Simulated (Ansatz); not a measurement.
# AlCo4 (R-3m) in Ansatz: a series of runs, part 2 of 2

Ansatz 0.2.0. Earlier steps stand in the parts before.

## 3. Relaxation of cell and atoms, r2SCAN, collinear spin, ferromagnetic start

File input.yaml:

```yaml
crystal:
  lattice:
    - [1.2893368271, 0.7443989642, 9.9743618604]
    - [-1.2893368271, 0.7443989642, 9.9743618604]
    - [0.0, -1.4887979284, 9.9743618604]
  atoms:
    - { symbol: Co, position: [0.401145, 0.401145, 0.401145], spin: 2.0 }
    - { symbol: Co, position: [0.799679, 0.799679, 0.799679], spin: 2.0 }
    - { symbol: Co, position: [0.200321, 0.200321, 0.200321], spin: 2.0 }
    - { symbol: Co, position: [0.598855, 0.598855, 0.598855], spin: 2.0 }
    - { symbol: Al, position: [0.0, 0.0, 0.0] }
hamiltonian:
  xc: r2scan
  pseudopotentials: { kind: paw }
magnetization:
  spin_polarized: true
kpoints:
  mp_grid: { grid: [12, 12, 12] }
scf:
  occupations: { method: fermi_dirac, width: 0.05 }
output:
  forces: true
  stress: true
  eigenvalues: true
relax:
  f_tol: 0.01
  max_steps: 40
  cell: { stress_tol: 0.05 }
```

Potentials or basis: Ansatz PAW.

Launch:

```sh
ansatz run input.yaml --threads 2 --pin off --max-ram 5632MiB --backend cpu --events-out ev --progress --plain --runs-dir out
```

The log of the run:

```text
Warning: RAYON_NUM_THREADS=2 ignored (pool sized by the plan → 2); use --threads N
basis.fft_grid_basis auto: the FFT boxes are laid along the combinations [[1, 0, -1], [0, 1, -1], [0, 0, 1]] of the cell's own vectors, 2.579, 2.579 and 10.085 Å long. The dense box has 20×20×75 points. Along the cell's own vectors, as sized, it would have 75×75×75, 14.06 times as many. Of the 12 symmetry operations that the crystal satisfies within crystal.symmetry.tolerance (time reversal apart; of a slab, those that keep its plane) the dense box along the cell's own vectors carries 12, and the one as laid loses 8 of those. basis.fft_grid_basis: typed keeps the cell's own vectors: state it where this run's energies or levels are differenced outside the engine with another run's, or held beside a run that keeps those vectors.
Engine: ansatz 0.2.0, x86_64-unknown-linux-gnu
Pseudopotentials: kind: paw
Pseudopotential: Co, paw, valence charge 17, recommended cutoff 500 eV (meta_gga), Co.paw.azcp
[... 158 lines left out ...]
  k-point 188 ↓: bands = ["-80.7901", "-80.7884", "-80.7339", "-80.7080", "-42.7937", "-42.7556", "-42.5992", "-42.5038", "-42.5038", "-42.4999", "-42.4999", "-42.4681", "-42.4661", "-42.4661", "-42.4431", "-42.4431", "4.8354", "6.9901", "9.4114", "9.4827", "12.0991", "13.7772", "15.0523", "15.1605", "15.1605", "15.2454", "15.4379", "15.4379", "15.5016", "15.6592", "15.6592", "15.6737", "15.6737", "17.3703", "17.3703", "17.4400", "17.4400", "17.6052", "17.6052", "17.8063", "17.8063", "20.7391", "27.4514", "28.9389", "32.5656", "32.5656", "35.5217", "35.5217"]
--- Relaxed structure (3 steps of the walk, 3 accepted, 1 SCFs on fresh bases) ---
  F+E_penalty+E_count = -21066.75622360 eV   max|allowed force component| = 6.265e-3 eV/Å   (the final SCF, on the basis selected at the relaxed cell)
  cell:  # Å, volume = 57.2144 Å³
    - [1.2813836620242907, 0.739807202204914, 10.059030585577815]
    - [-1.2813836620242907, 0.739807202204914, 10.059030585577815]
    - [-2.607248032655228e-34, -1.4796144044098252, 10.059030585577815]
  atoms:
    - { symbol: Co, position: [0.4012438929556043, 0.4012438929556043, 0.40124389295560425] }
    - { symbol: Co, position: [0.7999542704218259, 0.7999542704218259, 0.7999542704218257] }
    - { symbol: Co, position: [0.2000457295781743, 0.2000457295781743, 0.20004572957817426] }
    - { symbol: Co, position: [0.5987561070443955, 0.5987561070443955, 0.5987561070443953] }
    - { symbol: Al, position: [-8.33358241064341e-21, -8.333582410643416e-21, -8.333582410643424e-21] }
```

Wall time 4.4 min (2 threads of AMD EPYC 7R13 (Zen 3), shared host); peak memory 1.3 GiB.

Results:

```yaml
Free_energy: -21066.7562 eV
Relaxed_volume: 11.44 Å³/atom
Relaxed_cell: a = 10.167 Å, b = 10.167 Å, c = 10.167 Å, α = 14.48°, β = 14.48°, γ = 14.48°
Space_group_after_relaxing_to_0.05_Å: R-3m (No. 166)
Energy_gained_by_relaxing: 1.8 meV/atom
Ionic_steps: 4
Pressure_after_relaxing: 0.0 GPa
Largest_force_after_relaxing: 0.006 eV/Å
Band_gap_on_the_k_mesh: none (metal or under the smearing width)
Net_moment: 6.91 μB per cell
Absolute_moment: 8.01 μB per cell
Site_moments: Co +1.72, +1.99; Al -0.04 μB
```

Forces in eV/Å, atoms in the order of the input:
```
Co   0.000  0.000 -0.005
Co   0.000  0.000  0.006
Co   0.000  0.000 -0.006
Co   0.000  0.000  0.005
Al   0.000  0.000  0.000
```

The path:
```
step  energy change (eV)  largest force (eV/Å)  volume (Å³)
   1              0.0000                0.1317        57.44
   2             -0.0075                0.0719        57.28
   3             -0.0092                0.0063        57.21
   4             -0.0090                0.0063        57.21
```

Final structure:
```cif
data_structure
_symmetry_space_group_name_H-M 'P 1'
_symmetry_Int_Tables_number 1
_cell_length_a 10.1673
_cell_length_b 10.1673
_cell_length_c 10.1673
_cell_angle_alpha 14.481
_cell_angle_beta 14.481
_cell_angle_gamma 14.481
_cell_volume 57.21
loop_
_atom_site_label
_atom_site_type_symbol
_atom_site_fract_x
_atom_site_fract_y
_atom_site_fract_z
_atom_site_occupancy
Co1 Co 0.40124 0.40124 0.40124 1
Co2 Co 0.79995 0.79995 0.79995 1
Co3 Co 0.20005 0.20005 0.20005 1
Co4 Co 0.59876 0.59876 0.59876 1
Al1 Al 0.00000 0.00000 0.00000 1
```

Levels at points of the mesh, in eV from the Fermi level:
Spin up:
| k point | band 36 | band 37 | band 38 | band 39 | band 40 | band 41 | band 42 | band 43 |
| --- | --- | --- | --- | --- | --- | --- | --- | --- |
| (0.00, 0.00, 0.00) | -2.68 | -2.09 | -2.09 | -2.09 | -1.74 | -1.74 | 4.48 | 7.75 |
| (0.00, 0.00, -0.50) | -1.45 | -1.36 | -0.99 | 0.18 | 1.27 | 1.43 | 2.39 | 5.51 |
| (0.00, -0.50, -0.50) | -1.35 | -1.12 | -1.03 | 0.37 | 0.57 | 1.85 | 2.30 | 5.34 |
| (-0.50, -0.50, -0.50) | -2.68 | -2.08 | -2.08 | -1.75 | -1.75 | -1.13 | 3.27 | 10.14 |
Spin down:
| k point | band 29 | band 30 | band 31 | band 32 | band 33 | band 34 | band 35 | band 36 |
| --- | --- | --- | --- | --- | --- | --- | --- | --- |
| (0.00, 0.00, 0.00) | -1.24 | -1.02 | -1.02 | -1.01 | -1.01 | 0.71 | 0.71 | 0.73 |
| (0.00, 0.00, -0.50) | -0.96 | -0.87 | -0.68 | 0.16 | 0.65 | 0.76 | 1.25 | 1.29 |
| (0.00, -0.50, -0.50) | -0.98 | -0.66 | -0.04 | 0.13 | 0.59 | 0.77 | 1.25 | 1.29 |
| (-0.50, -0.50, -0.50) | -1.18 | -1.02 | -1.02 | -1.01 | -1.01 | 0.69 | 0.69 | 0.76 |

Caveat: the magnetic or orbital state may not be the lowest; the plane-wave basis is chosen anew once the cell has moved, so the energies of steps on either side of that aren't comparable; the PAW data sets come from PBE, with cores solved anew for the run's functional, which leaves a small shift of forces and pressure.

## 4. Relaxation of cell and atoms, PBE, collinear spin, ferromagnetic start

Edit input.yaml of step 3 so:

```diff
@@ -12,3 +12,3 @@
 hamiltonian:
-  xc: r2scan
+  xc: pbe
   pseudopotentials: { kind: paw }
```

Launch:

```sh
ansatz run input.yaml --threads 2 --pin off --max-ram 5632MiB --backend cpu --events-out ev --progress --plain --runs-dir out
```

It took 2 min on 2 threads of AMD EPYC 7R13 (Zen 3), shared host; peak memory 1 GiB.

The run converged. Its results:

- Free energy: -21042.2808 eV
- Relaxed volume: 11.51 Å³/atom
- Relaxed cell: a = 10.126 Å, b = 10.126 Å, c = 10.126 Å, α = 14.62°, β = 14.62°, γ = 14.62°
- Space group after relaxing (to 0.05 Å): R-3m (No. 166)
- Energy gained by relaxing: 0.3 meV/atom
- Ionic steps: 4
- Pressure after relaxing: 0.0 GPa
- Largest force after relaxing: 0.004 eV/Å
- Band gap on the k mesh: none (metal or under the smearing width)
- Net moment: 6.03 μB per cell
- Absolute moment: 6.75 μB per cell
- Site moments: Co +1.42, +1.77; Al -0.05 μB

Forces on the atoms (eV/Å):
```
Co   0.000  0.000  0.002
Co   0.000  0.000 -0.004
Co   0.000  0.000  0.004
Co   0.000  0.000 -0.002
Al   0.000  0.000  0.000
```

Step by step:
```csv
step,energy change (eV),largest force (eV/Å),volume (Å³)
1,0.0000,0.0701,57.44
2,-0.0011,0.0386,57.48
3,-0.0015,0.0036,57.55
4,-0.0016,0.0037,57.55
```

Final structure:
```yaml
crystal:
  lattice:
    - [1.28791, 0.74358, 10.01573]
    - [-1.28791, 0.74358, 10.01573]
    - [0.00000, -1.48715, 10.01573]
  atoms:
    - { symbol: Co, position: [0.40144, 0.40144, 0.40144] }
    - { symbol: Co, position: [0.79980, 0.79980, 0.79980] }
    - { symbol: Co, position: [0.20020, 0.20020, 0.20020] }
    - { symbol: Co, position: [0.59856, 0.59856, 0.59856] }
    - { symbol: Al, position: [0.00000, 0.00000, 0.00000] }
```

Levels at points of the mesh, in eV from the Fermi level:
Spin up:
| k point | band 37 | band 38 | band 39 | band 40 | band 41 | band 42 |
| --- | --- | --- | --- | --- | --- | --- |
| (0.00, 0.00, 0.00) | -1.47 | -1.21 | -1.21 | -0.88 | -0.88 | 4.73 |
| (0.00, 0.00, -0.50) | -0.63 | -0.40 | 0.68 | 1.70 | 1.76 | 2.68 |
| (0.00, -0.50, -0.50) | -0.47 | -0.35 | 0.76 | 0.96 | 2.20 | 2.60 |
| (-0.50, -0.50, -0.50) | -1.20 | -1.20 | -0.88 | -0.88 | -0.65 | 3.62 |
Spin down:
```
              k point  band 30  band 31  band 32  band 33  band 34  band 35
   (0.00, 0.00, 0.00)    -0.94    -0.93    -0.93    -0.81     0.09     0.09
  (0.00, 0.00, -0.50)    -0.57    -0.51     0.17     0.67     0.88     0.93
 (0.00, -0.50, -0.50)    -0.70     0.14     0.36     0.82     0.90     0.92
(-0.50, -0.50, -0.50)    -0.94    -0.93    -0.93    -0.55     0.08     0.08
```

Caveat: the plane-wave basis is chosen anew once the cell has moved, so the energies of steps on either side of that aren't comparable.

## 5. Summary

| level | cutoff (eV) | gap on the mesh (eV) | pressure (GPa) | moment (μB) | relaxed volume (Å³/atom) |
| --- | --- | --- | --- | --- | --- |
| LDA | 420 | none | 0.0 | 4.56 | 10.51 |
| r2SCAN | 500 | none | 0.0 | 6.91 | 11.44 |
| PBE | 420 | none | 0.0 | 6.03 | 11.51 |

Alike in all rows: task relaxation of cell and atoms; potentials or basis Ansatz PAW; spin collinear, ferromagnetic start; cell relaxed; k mesh 12 × 12 × 12; smearing fermi-dirac 0.05 eV.

Caveats: the plane-wave basis is chosen anew once the cell has moved, so the energies of steps on either side of that aren't comparable; the PAW data sets come from PBE, with cores solved anew for the run's functional, which leaves a small shift of forces and pressure (some runs); the magnetic or orbital state may not be the lowest (some runs).

Absolute energies hang on the potentials; compare differences alone.
